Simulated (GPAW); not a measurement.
The system is HoO.

```
Ho O
1.0
     3.06403    0.00000    0.00000
    -1.53202    2.65353    0.00000
     0.00000    0.00000    2.99034
Ho O
1 1
Direct
  0.00000 0.00000 0.00000
  0.66667 0.33333 0.50000
```

The cell comes from a database or a generator and needn't be the stable form of this composition.

Base run:

| Item | Value |
| --- | --- |
| Program | GPAW 26.7.0 |
| Functional | r2SCAN |
| Potentials or basis | GPAW PAW data sets (gpaw-data 1.2.1) |
| Cutoff | 600 eV |
| Basis | pw |
| k mesh | 7 × 7 × 6 |
| Occupations | gaussian, width 0.05 eV |
| Spin | collinear spin, random start |
| Starting moments | [3.1, 0.0] μB |
| Hubbard terms | Ho f U = 5 eV |

Its results: pressure 27.0 GPa; site moments Ho +3.74; O -0.03 μB.

**Question.** The run is repeated on the same cell with these changes: moments at the start from [3.1, 0.0] to [-2.08, 0.0]; fixed moment from none to -2.08 μB. What comes out?

**Answer.** Pressure 31.0 GPa; site moments Ho -2.36; O +0.02 μB.

Caveats: the cutoff is short for stress and forces, so pressures can be off by a GPa or more; one-centre terms of the f shell are cut off; the magnetic or orbital state may not be the lowest; the PAW data sets were made with another functional, which shifts forces and pressure a little; a pressure of tens of GPa on the cell as given is suspect, and the run, the potentials or the cell itself is likely at fault (some runs); the total moment is fixed, so each spin has its own Fermi level (some runs).
